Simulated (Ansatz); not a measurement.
# HF: the cost of one run

Computed with Ansatz 0.2.0 (DFT PBE, scalar-relativistic, plane waves, PAW, unless a step's input says otherwise).

## 1. The system as given

Symmetry: Pmm2, No. 25, orthorhombic system. Conventional cell: a = 11.000 Å, b = 11.500 Å, c = 12.000 Å, α = 90.00°, β = 90.00°, γ = 90.00°. Around F (site symmetry mm2) lie 1 H at 0.93 Å. H (site symmetry mm2) has 1 F at 0.93 Å as nearest neighbours.

Coordinates:

```
F H
1.0
    11.00000    0.00000    0.00000
     0.00000   11.50000    0.00000
     0.00000    0.00000   12.00000
F H
1 1
Direct
  0.50000 0.50000 0.53891
  0.50000 0.50000 0.46109
```

## 2. Relaxing the atoms: HF in a box, no spin

The input, input.yaml:

```yaml
crystal:
  lattice:
    - [11.0, 0.0, 0.0]
    - [0.0, 11.5, 0.0]
    - [0.0, 0.0, 12.0]
  atoms:
    - { symbol: F, position: [0.5, 0.5, 0.538912125] }
    - { symbol: H, position: [0.5, 0.5, 0.461087875] }
scf:
  occupations: { method: fixed }
output:
  forces: true
  write_density: true
  write_potential: true
  elf: true
  volumetric_format: npy
hamiltonian:
  xc: pbe
kpoints:
  mp_grid: { grid: [1, 1, 1] }
relax:
  f_tol: 0.01
  max_steps: 40
```

The run is started by

```bash
$ ansatz run input.yaml --threads 4 --pin off --max-ram 6144MiB --backend cpu --events-out ev --progress --plain --runs-dir out
```

**Question.** How long does this run take on 4 threads of Arm Neoverse N1, shared host, and how much memory does it need?

About 6.5 s, with a peak of 0.74 GiB.
